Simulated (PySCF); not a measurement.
# C2H7FOSi3: magnetic properties

What do calculations give for the magnetic properties of C2H7FOSi3 (`C#C[SiH2]O[SiH2][SiH2]F`)?

Programs: PySCF 2.14.0, with routines of our own; each step states its level. All values are computed. Atoms count from 0.

## 1. The starting structure

14 atoms, charge 0, multiplicity 1; geometry from: GFN2-xTB.

## 2. Magnetic properties: GIAO B3LYP/pcSseg-1

What the job is given:

```
{"job": {"kind": "mag", "xc": "B3LYP", "basis": "pcSseg-1", "isotopologues": 2}, "charge": 0, "multiplicity": 1}
C      2.768829     1.318968    -0.348112
C      2.299032     0.391632     0.255727
Si     1.570128    -1.043493     1.175399
O      0.064126    -1.296677     0.634366
Si    -1.388204    -1.082090    -0.060946
Si    -1.967199     1.122413     0.193180
F     -3.533158     1.226481    -0.209016
H      3.183624     2.130231    -0.875171
H      2.314590    -2.266130     0.880265
H      1.448732    -0.709608     2.595008
H     -2.234887    -2.061632     0.632916
H     -1.226624    -1.522027    -1.454817
H     -1.345720     2.099201    -0.703125
H     -1.953947     1.692258     1.542185
```

With the program's defaults for keys left out, this is: GIAO B3LYP/pcSseg-1 magnetisability, rotational g tensor and spin-rotation constants, non-relativistic, gas phase.

The run is started by

```console
$ OMP_NUM_THREADS=1 python excited_run.py task.json out
```

One launch serves the whole session: the jobs run in the order shown.

Output:

```text
coarse grid: 13560 points
cycle   1  E = -1123.7965180685  dE =  6.503e-01  |g| = 1.055e+00  |ddm| = 3.560e+00
cycle   2  E = -1123.3997260427  dE =  3.968e-01  |g| = 1.816e+00  |ddm| = 2.315e+00
cycle   3  E = -1123.9836174409  dE = -5.839e-01  |g| = 1.744e-01  |ddm| = 1.690e+00
cycle   4  E = -1123.9892705925  dE = -5.653e-03  |g| = 8.430e-02  |ddm| = 2.263e-01
cycle   5  E = -1123.9903868226  dE = -1.116e-03  |g| = 4.499e-02  |ddm| = 8.143e-02
cycle   6  E = -1123.9908404828  dE = -4.537e-04  |g| = 1.030e-02  |ddm| = 3.312e-02
cycle   7  E = -1123.9908623303  dE = -2.185e-05  |g| = 3.177e-03  |ddm| = 8.379e-03
cycle   8  E = -1123.9908642908  dE = -1.961e-06  |g| = 4.469e-04  |ddm| = 2.790e-03
final grid: 118616 points
cycle   9  E = -1124.0466147458  dE = -1.247e-05  |g| = 4.054e-03  |ddm| = 1.696e-02
cycle  10  E = -1124.0466119657  dE =  2.780e-06  |g| = 5.737e-03  |ddm| = 7.646e-03
cycle  11  E = -1124.0466178306  dE = -5.865e-06  |g| = 8.744e-04  |ddm| = 4.436e-03
cycle  12  E = -1124.0466179751  dE = -1.446e-07  |g| = 2.804e-04  |ddm| = 9.400e-04
cycle  13  E = -1124.0466179906  dE = -1.546e-08  |g| = 1.063e-04  |ddm| = 2.329e-04
cycle  14  E = -1124.0466179932  dE = -2.607e-09  |g| = 3.127e-05  |ddm| = 8.836e-05
cycle  15  E = -1124.0466179934  dE = -2.074e-10  |g| = 9.145e-06  |ddm| = 2.626e-05
converged SCF energy = -1124.0466179934

Magnetisability tensor (1e-30 J/T^2)
    -1360.21       -2.46     -101.12
       -2.46    -1090.44       23.58
     -101.12       23.58    -1090.76
isotropic -1180.47   principal values   -1394.02  -1102.21  -1045.17
isotropic susceptibility -71.089 1e-6 cm^3/mol

Inertial axes            a          b          c
rot. const./GHz      2.2982     0.7263     0.5927
chi total           -82.442    -66.613    -64.213
chi diamagnetic    -654.779  -1661.265  -2018.688
chi paramagnetic    572.337   1594.652   1954.475
quadrupole/D A       -9.113      7.926      1.188
g nuclear            0.5873     0.5256     0.5295
g electronic        -0.6179    -0.5442    -0.5442
g total             -0.0306    -0.0185    -0.0147

Spin-rotation constants (kHz, H = +C I.J)
atom  isotope        aa         bb         cc
  6    19F        1.369      0.064     -0.007
  7     1H       -0.258      0.000     -0.062
  8     1H       -0.073     -0.025     -0.038
  9     1H       -0.207     -0.068      0.031
 10     1H       -0.182      0.026     -0.045
 11     1H       -0.217     -0.062      0.036
 12     1H       -0.214      0.026     -0.035
 13     1H       -0.221     -0.059      0.035
  0    13C*       0.856      0.069      0.206
  1    13C*       0.860      0.035      0.206
  2   29Si*      -1.218     -0.443     -0.344
  3    17O*      -0.310     -0.001     -0.021
  4   29Si*      -1.202     -0.466     -0.375
  5   29Si*      -1.232     -0.503     -0.415
* in the singly substituted isotopologue

Isotopologues: g along a, b, c
2H    at 7,8,9,10,11,12    -0.0262    -0.0175    -0.0138
13C   at 0                 -0.0300    -0.0183    -0.0145
```

Run time: 30 s. Hardware: 1 thread of Intel Xeon Platinum 8488C, shared host; peak memory 0.78 GiB.

From this job:

```tsv
quantity	value
magnetisability	-1180·10⁻³⁰ J/T²
molar susceptibility	-71.1·10⁻⁶ cm³/mol
rotational g (a, b, c)	-0.0306, -0.0185, -0.0147
```

## 3. Results

| quantity | value |
| --- | --- |
| magnetisability (step 2, GIAO B3LYP/pcSseg-1) | -1180·10⁻³⁰ J/T² |
| molar susceptibility (step 2, GIAO B3LYP/pcSseg-1) | -71.1·10⁻⁶ cm³/mol |
| rotational g (a, b, c) (step 2, GIAO B3LYP/pcSseg-1) | -0.0306, -0.0185, -0.0147 |

**Reading.** The values above hold for this geometry and these levels alone. Vibrational averaging and real surroundings are missing from these values.
